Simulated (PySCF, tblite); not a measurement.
# CH₆O₃Ti, a small molecule taken as a stand-in for a surface group (titanium hydroxide): NMR shifts, core binding energies and electronic excitations

Aim: the NMR shifts, core binding energies and electronic excitations of `[CH3][Ti]([OH])([OH])[OH]`.

Programs: tblite 0.8.0 and PySCF 2.14.0. All values are calculated, for the isolated system unless a continuum is named. Atoms count from 0, parts from 1.

## (1) Starting point

11 atoms, charge 0, multiplicity 1; geometry: distance geometry start.

## (2) Geometry optimisation with GFN2-xTB

The job: settings as JSON, then the geometry in Å.

```
{"job": {"kind": "relax", "xc": "GFN2-xTB", "basis": "xTB"}, "charge": 0, "multiplicity": 1}
O     -2.577253    -0.055193    -1.536467
Ti    -0.796739    -0.011008    -0.730622
O     -0.969177     0.095591     1.194953
O      0.183110    -1.624469    -1.212644
C      0.204622     1.588473    -1.417166
H     -3.127563     0.698588    -1.684364
H     -1.577142    -0.406852     1.748023
H      1.141224    -1.674498    -1.332067
H     -0.464724     2.238090    -1.885092
H      0.897230     1.281217    -2.106007
H      0.664829     2.088596    -0.628452
```

With the program's defaults for keys left out, this is: GFN2-xTB geometry optimisation, gas phase.

Command:

```console
$ OMP_NUM_THREADS=1 python cluster_run.py task.json out
```

The driver reads the jobs from task.json and runs them one after another.

Standard output:

```text
step      E/eV     max force
  0    -518.46032    3.404
  1    -518.93378    2.543
  2    -519.29348    0.985
  3    -519.42660    0.952
  4    -519.48943    0.715
  5    -519.52950    0.756
  6    -519.54792    0.528
  7    -519.56118    0.286
  8    -519.56599    0.198
  9    -519.56861    0.169
 10    -519.57176    0.206
 11    -519.57481    0.187
 12    -519.57761    0.163
 13    -519.58026    0.190
 14    -519.58327    0.299
 15    -519.58681    0.306
 16    -519.58966    0.167
 17    -519.59100    0.090
 18    -519.59162    0.091
 19    -519.59252    0.166
 20    -519.59442    0.246
 21    -519.59757    0.282
 22    -519.60095    0.212
 23    -519.60319    0.091
 24    -519.60398    0.207
 25    -519.60479    0.093
 26    -519.60561    0.119
 27    -519.60842    0.189
 28    -519.61118    0.268
 29    -519.61435    0.136
 30    -519.61743    0.151
 31    -519.61943    0.103
 32    -519.62003    0.154
 33    -519.62111    0.098
 34    -519.62265    0.081
 35    -519.62378    0.084
 36    -519.62543    0.131
 37    -519.62692    0.138
 38    -519.62852    0.123
 39    -519.62999    0.099
 40    -519.63068    0.170
 41    -519.63151    0.111
 42    -519.63238    0.084
 43    -519.63272    0.061
 44    -519.63307    0.082
 45    -519.63342    0.107
 46    -519.63416    0.143
 47    -519.63540    0.165
 48    -519.63679    0.159
 49    -519.63647    0.340
 50    -519.63783    0.135
 51    -519.63835    0.088
 52    -519.63865    0.057
 53    -519.63884    0.054
 54    -519.63916    0.071
 55    -519.63986    0.111
 56    -519.64131    0.125
 57    -519.64275    0.094
 58    -519.64362    0.130
 59    -519.64479    0.138
 60    -519.64612    0.113
 61    -519.64939    0.267
 62    -519.65195    0.339
 63    -519.65575    0.254
 64    -519.65968    0.170
 65    -519.66271    0.176
 66    -519.66524    0.124
 67    -519.66637    0.200
 68    -519.66703    0.072
 69    -519.66779    0.124
 70    -519.66829    0.161
 71    -519.66872    0.163
 72    -519.66924    0.139
 73    -519.67018    0.120
 74    -519.67168    0.126
 75    -519.67342    0.084
 76    -519.67391    0.138
 77    -519.67324    0.294
 78    -519.67430    0.027
 79    -519.67435    0.024
 80    -519.67450    0.023
 81    -519.67462    0.040
 82    -519.67488    0.054
 83    -519.67522    0.068
 84    -519.67554    0.044
 85    -519.67571    0.021
 86    -519.67576    0.020
 87    -519.67580    0.012
 88    -519.67584    0.012
 89    -519.67587    0.014
 90    -519.67593    0.027
 91    -519.67601    0.044
 92    -519.67618    0.061
 93    -519.67646    0.080
 94    -519.67687    0.087
 95    -519.67744    0.088
 96    -519.67805    0.045
 97    -519.67850    0.108
 98    -519.67898    0.072
 99    -519.67944    0.043
100    -519.67969    0.032
101    -519.67990    0.032
102    -519.68004    0.031
103    -519.68024    0.046
104    -519.68041    0.033
105    -519.68055    0.053
106    -519.68061    0.065
107    -519.68084    0.041
108    -519.68105    0.036
109    -519.68126    0.033
110    -519.68133    0.024
111    -519.68139    0.025
112    -519.68146    0.022
113    -519.68151    0.019
114    -519.68157    0.023
115    -519.68164    0.028
116    -519.68172    0.031
117    -519.68183    0.041
118    -519.68192    0.036
119    -519.68197    0.029
120    -519.68201    0.014
121    -519.68203    0.012
122    -519.68206    0.013
123    -519.68208    0.020
124    -519.68211    0.021
125    -519.68216    0.019
126    -519.68224    0.026
127    -519.68235    0.029
128    -519.68246    0.025
129    -519.68253    0.021
130    -519.68258    0.026
131    -519.68263    0.020
132    -519.68269    0.027
133    -519.68278    0.026
134    -519.68285    0.026
135    -519.68295    0.026
136    -519.68306    0.036
137    -519.68317    0.031
138    -519.68322    0.032
139    -519.68326    0.017
140    -519.68328    0.019
141    -519.68330    0.006
```

Wall time 1.7 s (1 thread of Arm Neoverse N1, shared host).

Step by step:

```csv
step,energy from step 0 (eV),largest force (eV/Å)
0,0.0000,3.4036
5,-1.0692,0.7557
10,-1.1114,0.2062
15,-1.1265,0.3056
20,-1.1341,0.2459
25,-1.1445,0.0925
30,-1.1571,0.1517
35,-1.1635,0.0840
40,-1.1704,0.1708
45,-1.1731,0.1060
50,-1.1775,0.1346
55,-1.1795,0.1109
60,-1.1858,0.1133
65,-1.2024,0.1759
70,-1.2080,0.1610
75,-1.2131,0.0846
80,-1.2142,0.0232
85,-1.2154,0.0210
90,-1.2156,0.0275
95,-1.2171,0.0887
100,-1.2194,0.0323
105,-1.2202,0.0523
110,-1.2210,0.0239
115,-1.2213,0.0282
120,-1.2217,0.0135
125,-1.2218,0.0188
130,-1.2223,0.0262
135,-1.2226,0.0265
140,-1.2230,0.0191
141,-1.2230,0.0060
```

Distances of close pairs at the start and the end, largest changes first:

```csv
bond,before (Å),after (Å),change (Å)
O0–Ti1,1.955,1.721,-0.234
Ti1–O3,1.948,1.722,-0.226
Ti1–O2,1.936,1.724,-0.212
C4–H9,1.024,1.096,+0.072
Ti1–C4,2.008,2.074,+0.066
C4–H10,1.041,1.096,+0.055
C4–H8,1.044,1.096,+0.052
O0–H5,0.945,0.960,+0.015
```

## (3) Geometry optimisation at PBE0-D3(BJ)/def2-SVP

The job: settings as JSON, then the geometry in Å.

```
{"job": {"xc": "PBE0", "basis": "def2-SVP", "d3": "d3bj", "grid": 2, "kind": "geom", "shake": 0.01}, "charge": 0, "multiplicity": 1}
O     -1.558241    -0.546500    -0.995730
Ti    -0.313206    -0.493630     0.157701
O     -0.781910    -0.114947     1.771078
O      0.933074    -1.704345    -0.004277
C      0.731892     1.209743    -0.405305
H     -2.510851    -0.310626    -1.135166
H     -0.468825    -0.286888     2.681451
H      1.227900    -2.383432    -0.604669
H      0.130189     2.118837    -0.193057
H      0.987560     1.181393    -1.450003
H      1.655105     1.301896     0.188275
```

Standard output:

```text
step   0  E = -1116.20396257  max force = 0.071853
step   1  E = -1116.20871734  max force = 0.036792
step   2  E = -1116.21308815  max force = 0.007760
step   3  E = -1116.21337500  max force = 0.002597
step   4  E = -1116.21350942  max force = 0.001887
step   5  E = -1116.21365793  max force = 0.002303
step   6  E = -1116.21373635  max force = 0.001063
step   7  E = -1116.21377497  max force = 0.000631
step   8  E = -1116.21378596  max force = 0.000531
step   9  E = -1116.21379301  max force = 0.000273
optimisation converged
```

It took 2.3 min on 1 thread of Arm Neoverse N1, shared host; peak memory 0.62 GiB.

Step by step:

```csv
step,energy from step 0 (eV),largest force component (eV/Å)
0,0.0000,3.6948
1,-0.1294,1.8919
2,-0.2483,0.3990
3,-0.2561,0.1335
4,-0.2598,0.0970
5,-0.2638,0.1184
6,-0.2660,0.0547
7,-0.2670,0.0324
8,-0.2673,0.0273
9,-0.2675,0.0140
```

Distances of close pairs at the start and the end, largest changes first:

```csv
bond,before (Å),after (Å),change (Å)
O0–Ti1,1.698,1.777,+0.079
Ti1–O2,1.722,1.779,+0.056
Ti1–O3,1.745,1.778,+0.033
O0–H5,0.991,0.961,-0.031
C4–H9,1.076,1.102,+0.026
O2–H6,0.978,0.961,-0.017
C4–H8,1.111,1.102,-0.008
Ti1–C4,2.076,2.068,-0.008
```

The next job starts from the end point, and lists it.

```csv
at the end point,value
point group (found at 0.08 Å tolerance),C3
"rotational constants (GHz, main isotopes)","3.124, 3.112, 3.104"
dipole moment (D),1.93
```

## (4) Shielding tensors: PBE0/pcSseg-2

The job: settings as JSON, then the geometry in Å.

```
{"job": {"kind": "nmr", "xc": "PBE0", "basis": "pcSseg-2"}, "charge": 0, "multiplicity": 1}
O     -1.602673    -0.540374    -1.001357
Ti    -0.242547    -0.411376     0.135663
O     -0.751631    -0.140199     1.818040
O      0.937988    -1.729698    -0.033345
C      0.775707     1.302240    -0.415748
H     -2.553765    -0.411520    -0.963473
H     -0.467360    -0.473927     2.672914
H      1.060424    -2.451818    -0.655100
H      0.125114     2.182144    -0.283553
H      1.076120     1.227938    -1.473773
H      1.675779     1.418245     0.209896
```

Method: GIAO PBE0/pcSseg-2 NMR shielding, non-relativistic, gas phase.

Standard output:

```text
coarse grid: 43008 points
cycle   1  E = -1116.2151003832  dE =  2.682e-01  |g| = 1.583e+00  |ddm| = 2.505e+00
cycle   2  E = -1109.6010507531  dE =  6.614e+00  |g| = 7.272e+00  |ddm| = 2.418e+00
cycle   3  E = -1116.4562829230  dE = -6.855e+00  |g| = 1.042e+00  |ddm| = 1.921e+00
cycle   4  E = -1116.6393433195  dE = -1.831e-01  |g| = 3.549e-01  |ddm| = 8.218e-01
cycle   5  E = -1116.6617728605  dE = -2.243e-02  |g| = 6.869e-02  |ddm| = 1.916e-01
cycle   6  E = -1116.6628820911  dE = -1.109e-03  |g| = 1.572e-02  |ddm| = 4.465e-02
cycle   7  E = -1116.6629329374  dE = -5.085e-05  |g| = 2.743e-03  |ddm| = 8.826e-03
cycle   8  E = -1116.6629346834  dE = -1.746e-06  |g| = 9.488e-04  |ddm| = 2.435e-03
final grid: 90320 points
cycle   9  E = -1116.6629566514  dE =  4.967e-07  |g| = 2.222e-03  |ddm| = 3.310e-03
cycle  10  E = -1116.6629516991  dE =  4.952e-06  |g| = 5.673e-03  |ddm| = 3.356e-03
cycle  11  E = -1116.6629575280  dE = -5.829e-06  |g| = 5.189e-04  |ddm| = 2.408e-03
cycle  12  E = -1116.6629575762  dE = -4.822e-08  |g| = 6.306e-05  |ddm| = 2.240e-04
cycle  13  E = -1116.6629575770  dE = -7.847e-10  |g| = 1.424e-05  |ddm| = 4.564e-05
converged SCF energy = -1116.6629575770

GIAO shielding tensors (ppm)
atom      isotropic    diamagn.    paramagn.     s11        s22        s33       span
  0 O       24.560     395.180    -370.620   -286.621     30.521    329.780    616.402
  1 Ti    -490.195    1607.352   -2097.547   -708.799   -705.390    -56.396    652.403
  2 O       20.914     394.838    -373.923   -297.837     31.547    329.033    626.871
  3 O       20.671     394.871    -374.199   -298.259     31.386    328.887    627.146
  4 C      141.335     240.740     -99.405    119.802    119.904    184.298     64.496
  5 H       24.985      31.732      -6.747     19.265     24.464     31.228     11.963
  6 H       24.794      31.693      -6.899     19.050     24.521     30.810     11.760
  7 H       24.789      31.701      -6.912     19.049     24.511     30.807     11.758
  8 H       30.234      28.248       1.986     28.441     30.720     31.540      3.100
  9 H       30.226      28.259       1.967     28.414     30.726     31.537      3.123
 10 H       30.221      28.251       1.971     28.425     30.700     31.538      3.113
```

Wall time 1.9 min (1 thread of Arm Neoverse N1, shared host); peak memory 1.2 GiB.

Shifts follow as δ = σ(reference) − σ, with reference shieldings (ppm) from runs at the same level and on the same kind of geometry: ¹H TMS 31.25, ¹³C TMS 184.1, ¹⁷O H2O 328.2. The references are single molecules in the gas phase, so shifts against H2O, NH3, PH3, H3PO4 or CFCl3 are not on the usual liquid scales and can be off by tens of ppm. Atoms listed in one row are averaged.

```csv
atoms,environment,σ (ppm),δ (ppm)
C4,"carbon bonded to Ti, 3 H",141.3,42.8
"H5, H6, H7",hydrogen on an oxygen bonded to Ti,24.86,6.39
"H8, H9, H10",hydrogen on a carbon bonded to Ti,30.23,1.02
"O0, O2, O3","oxygen bonded to Ti, H",22.0,306.1
Ti1,"Ti bonded to C, 3 O",-490,–
```

The run also stored atomic charges by several schemes (e):

```csv
atoms,Mulliken,IAO,Hirshfeld,ESP fit
"O0, O2, O3",-0.65,-0.75,-0.35,-0.83
Ti1,1.39,1.48,0.69,1.37
C4,-0.33,-0.79,-0.28,-0.56
```

Mayer bond orders: O0–Ti1 0.95, Ti1–O2 0.96, Ti1–O3 0.96, Ti1–C4 0.98.

Orbitals, density, ELF and potential are computed afterwards from the orbital file.

Frontier orbitals at PBE0/pcSseg-2, with the share of their density that lies nearest to each atom:

```csv
orbital,energy (eV),lies on
HOMO,-7.47,"C4 47 %; Ti1 25 %; H8, H9, H10 about 8 % each"
LUMO,-0.85,Ti1 76 %; O3 7 %
```

ELF in a plane through or near 4 of the atoms.

Ten even steps from '0' (0.00) to '9' (1.00):
```
0000000000000000000000000000
0000000000000000000000000000
0000000000000000000000000000
0000000000000000011000000000
0000000000000012689620000000
0000000000001234899731000000
0000000000002577778531000000
0000000000002688537642000000
0000013442100367788642000000
0000269998630001344210000000
0000489999740000000000000000
0000259997410013443100000000
0000014552100256665310000000
0000000000001456788631000000
0000000000001234799731000000
0000000000000112466410000000
0000000000000000000000000000
0000000000000000000000000000
0000000000000000000000000000
0000000000000000000000000000
```
The map spans 9.1 Å across and 9.5 Å up, centred on the molecule. Atoms in the plane (x, y in Å): O2 (1.0, 1.2), H5 (1.3, -2.1), H6 (1.3, 2.1), H8 (-1.9, -0.2).

On the surface of density 0.002 e/bohr³ the electrostatic potential runs, from the 1st to the 99th percentile, from -1.14 V near O2 to 2.54 V near H5.

## (5) Core holes by ΔSCF: SCAN, X2C

The job, as its differences from that of step 4:

```diff
@@ -1,2 +1,2 @@
-{"job": {"kind": "nmr", "xc": "PBE0", "basis": "pcSseg-2"}, "charge": 0, "multiplicity": 1}
+{"job": {"kind": "xps", "holes": 5}, "charge": 0, "multiplicity": 1}
 O     -1.602673    -0.540374    -1.001357
```

With the program's defaults for keys left out, this is: delta-SCF UKS SCAN, pcX-2 on the ionised atom, pcseg-1 elsewhere, spin-free X2C.

Standard output:

```text
ground state, core basis on atom 0 (O), 148 functions
  cycle   1  E = -1120.41530614  |g| = 1.52e+00
  cycle   2  E = -1109.31119178  |g| = 7.36e+00
  cycle   3  E = -1120.58402012  |g| = 1.11e+00
  cycle   4  E = -1120.78220604  |g| = 5.93e-01
  cycle   5  E = -1120.86045610  |g| = 1.83e-01
  cycle   6  E = -1120.86611084  |g| = 9.12e-02
  cycle   7  E = -1120.86782907  |g| = 3.69e-02
  cycle   8  E = -1120.86815607  |g| = 4.96e-03
  cycle   9  E = -1120.86816300  |g| = 1.23e-03
  cycle  10  E = -1120.86816344  |g| = 2.64e-04
  E(ground) = -1120.78360355 Eh
hole in O 1s of atom 0
  cycle   1  E = -1100.26653407  |g| = 2.23e+00
  cycle   2  E = -1099.05160659  |g| = 2.47e+00
  cycle   3  E = -1100.54427083  |g| = 1.01e+00
  cycle   4  E = -1098.93789727  |g| = 2.53e+00
  cycle   5  E = -1100.92345809  |g| = 6.44e-01
  cycle   6  E = -1101.05821896  |g| = 3.12e-01
  cycle   7  E = -1101.09611120  |g| = 1.16e-01
  cycle   8  E = -1101.10243610  |g| = 4.54e-02
  cycle   9  E = -1101.10321613  |g| = 2.51e-02
  cycle  10  E = -1101.10348735  |g| = 5.39e-03
  cycle  11  E = -1101.10350495  |g| = 1.31e-03
  cycle  12  E = -1101.10350669  |g| = 4.03e-04
  E(ion) = -1101.02157568 Eh   <S^2> = 0.7621   hole on atom = 1.000   binding energy = 537.752 eV
ground state, core basis on atom 4 (C), 148 functions
  cycle   1  E = -1120.83571849  |g| = 1.07e-01
  cycle   2  E = -1120.82279896  |g| = 2.53e-01
  cycle   3  E = -1120.83640338  |g| = 6.32e-02
  cycle   4  E = -1120.83697604  |g| = 4.32e-02
  cycle   5  E = -1120.83739728  |g| = 6.27e-03
  cycle   6  E = -1120.83740529  |g| = 1.70e-03
  cycle   7  E = -1120.83740894  |g| = 5.27e-04
  cycle   8  E = -1120.83740530  |g| = 1.78e-04
  E(ground) = -1120.75685652 Eh
hole in C 1s of atom 4
  cycle   1  E = -1109.63984108  |g| = 1.51e+00
  cycle   2  E = -1109.01442472  |g| = 1.80e+00
  cycle   3  E = -1110.00821486  |g| = 6.52e-01
  cycle   4  E = -1109.31627739  |g| = 1.59e+00
  cycle   5  E = -1110.18114228  |g| = 3.09e-01
  cycle   6  E = -1110.21408991  |g| = 9.64e-02
  cycle   7  E = -1110.21888985  |g| = 1.36e-02
  cycle   8  E = -1110.21891424  |g| = 1.27e-02
  cycle   9  E = -1110.21898526  |g| = 2.61e-03
  cycle  10  E = -1110.21898957  |g| = 7.80e-04
  cycle  11  E = -1110.21899016  |g| = 2.90e-04
  E(ion) = -1110.13620740 Eh   <S^2> = 0.7675   hole on atom = 1.000   binding energy = 289.003 eV
```

Run time: 25 s. Hardware: 1 thread of Arm Neoverse N1, shared host; peak memory 0.53 GiB.

Binding energies by hole, beside the orbital energy of the ground state; the difference holds orbital relaxation and, for a density functional, its self-interaction error:

```csv
hole,stands for,environment,ΔSCF (eV),−ε (eV),⟨S²⟩
O1s on O0,"O0, O2, O3","oxygen bonded to Ti, H",537.75,516.6,0.762
C1s on C4,C4,"carbon bonded to Ti, 3 H",289.00,272.3,0.768
```

Each hole run stands for the others of its class of like atoms.

## (6) Ultraviolet spectrum: CAM-B3LYP/def2-SVPD

The job, as its differences from that of step 5:

```diff
@@ -1,2 +1,2 @@
-{"job": {"kind": "xps", "holes": 5}, "charge": 0, "multiplicity": 1}
+{"job": {"kind": "uv", "xc": "CAM-B3LYP", "basis": "def2-SVPD", "nstates": 6, "ntriplets": 2, "ip": true}, "charge": 0, "multiplicity": 1}
 O     -1.602673    -0.540374    -1.001357
```

Level: TDDFT CAM-B3LYP/def2-SVPD, vertical, gas phase, core orbitals frozen in the response.

Standard output:

```text
coarse grid: 43008 points
cycle   1  E = -1116.2502855232  dE =  1.687e-01  |g| = 1.427e+00  |ddm| = 3.956e+00
cycle   2  E = -1113.0485686236  dE =  3.202e+00  |g| = 4.800e+00  |ddm| = 4.480e+00
cycle   3  E = -1116.5966942257  dE = -3.548e+00  |g| = 6.069e-01  |ddm| = 3.203e+00
cycle   4  E = -1116.6617575615  dE = -6.506e-02  |g| = 2.109e-01  |ddm| = 7.070e-01
cycle   5  E = -1116.6721476723  dE = -1.039e-02  |g| = 3.720e-02  |ddm| = 2.648e-01
cycle   6  E = -1116.6724873597  dE = -3.397e-04  |g| = 1.065e-02  |ddm| = 4.182e-02
cycle   7  E = -1116.6725261797  dE = -3.882e-05  |g| = 1.768e-03  |ddm| = 2.019e-02
cycle   8  E = -1116.6725285627  dE = -2.383e-06  |g| = 8.404e-04  |ddm| = 5.250e-03
final grid: 90320 points
cycle   9  E = -1116.6725287811  dE = -4.006e-08  |g| = 1.177e-03  |ddm| = 3.275e-03
cycle  10  E = -1116.6725283721  dE =  4.090e-07  |g| = 1.929e-03  |ddm| = 2.281e-03
cycle  11  E = -1116.6725290593  dE = -6.872e-07  |g| = 1.291e-04  |ddm| = 1.390e-03
cycle  12  E = -1116.6725290635  dE = -4.156e-09  |g| = 4.830e-05  |ddm| = 1.862e-04
cycle  13  E = -1116.6725290649  dE = -1.420e-09  |g| = 3.277e-05  |ddm| = 1.350e-04
cycle  14  E = -1116.6725290652  dE = -2.581e-10  |g| = 6.286e-06  |ddm| = 4.039e-05
converged SCF energy = -1116.6725290652

Static polarisability (au): isotropic 63.445, principal 60.281 60.426 69.629

Singlet excitations
state   eV       nm        f      main configurations
  1   4.3652    284.0   0.00070   H->L 0.96
  2   4.3669    283.9   0.00067   H->L+1 0.96
  3   5.5114    225.0   0.00325   H->L+3 0.68, H->L+6 0.27
  4   5.5308    224.2   0.00326   H->L+4 0.68, H->L+7 0.28
  5   6.5451    189.4   0.05338   H->L+2 0.72, H->L+5 0.16
  6   6.5495    189.3   0.00009   H-1->L+1 0.67, H-1->L 0.13

Triplet excitations (Tamm-Dancoff, eV): 4.0086 4.0105
Vertical ionisation energy (delta-SCF) = 9.6784 eV
```

Run time: 82 s. Hardware: 1 thread of Arm Neoverse N1, shared host; peak memory 0.92 GiB.

The orbitals next to the gap, with their largest atomic shares:

```csv
orbital,eV,atoms
HOMO−3,-10.98,"O0 39 %, O3 28 %, C4 8 %"
HOMO−2,-10.96,"O2 43 %, O3 22 %, O0 9 %"
HOMO−1,-10.86,"O2 31 %, O0 30 %, O3 28 %"
HOMO,-8.97,"C4 49 %, Ti1 28 %, H9 6 %"
LUMO,0.14,"Ti1 78 %, O3 7 %, O2 6 %"
LUMO+1,0.14,"Ti1 78 %, O0 7 %, O2 5 %"
LUMO+2,0.26,"Ti1 67 %, O0 6 %, O3 6 %"
```

With each of the 6 states as a Gaussian band of 0.4 eV half-width at 1/e, the curve within the window shown has maxima at 284 nm (ε 56), 224 nm (ε 270), 189 nm (ε 2,200) L/(mol cm). Beyond the last state computed it falls off for lack of states. The curve at chosen wavelengths:

nm, ε (L/mol/cm) and a bar:
```
      181       1213 ##################
      187       2070 ##############################
      193       1976 #############################
      199       1175 #################
      205        508 #######
      211        252 ####
      217        238 ###
      222        264 ####
      228        253 ####
      234        194 ###
      240        121 ##
      246         65 #
      252         36 
      258         27 
      264         32 
      270         42 #
      276         51 #
      282         55 #
      288         54 #
      293         50 #
      299         41 #
      305         31 
      311         23 
      317         15 
      323         10 
      329          6
```

Ground-state properties from the same run:

```csv
property,computed
dipole moment (D),1.57
polarisability (Å³),9.40
HOMO–LUMO gap (eV),9.11
−ε(HOMO) (eV),8.97
```

## (7) What came out

| quantity | value |
| --- | --- |
| point group | C3 |
| rotational constants (main isotopes) | 3.12, 3.11, 3.10 GHz |
| ¹³C shifts against TMS (PBE0/pcSseg-2) | 42.8 ppm |
| ¹H shifts against TMS (PBE0/pcSseg-2, means over atoms taken as alike) | 6.39, 1.02 ppm |
| ¹⁷O shifts against H2O (PBE0/pcSseg-2, means over atoms taken as alike) | 306.1 ppm |
| shieldings of Ti (PBE0/pcSseg-2) | Ti1 -490.2 ppm |
| surface potential, 1st and 99th percentile | -1.14 V and 2.54 V |
| O1s binding energies, SCAN/pcX-2 | O0 537.75 eV |
| C1s binding energies, SCAN/pcX-2 | C4 289.00 eV |
| lowest singlet (CAM-B3LYP/def2-SVPD) | 4.37 eV (284 nm), f = 0.001 |
| brightest single state of those computed | state 5, 6.55 eV, f = 0.053 |
| lowest triplet | 4.01 eV |
| vertical ionisation energy (ΔSCF) | 9.68 eV |

What this shows: Over 9 steps the energy fell by 0.267 eV; of the close pairs, O0–Ti1 changed most, 1.698 to 1.777 Å (PBE0/def2-SVP). No frequency check was run at this level, so the end point may be a saddle. At PBE0/pcSseg-2, counted by nearest atom on the grid, the HOMO lies on C4 47 %; Ti1 25 %, the LUMO on Ti1 76 %; O3 7 %. The first singlet state (HOMO→LUMO 0.96) lies at 4.37 eV and is dark; of the 6 states computed, the strongest absorption comes from state 5 at 6.55 eV. The lowest triplet lies 0.36 eV below the lowest singlet (triplets in Tamm-Dancoff, singlets in full TDDFT). ΔSCF puts the ionisation energy at 9.68 eV, 0.71 eV above −ε(HOMO). A capped cluster stands for the solid here, so long-range fields and strain are missing, and bands or shifts of the capping hydrogens have no counterpart in it.
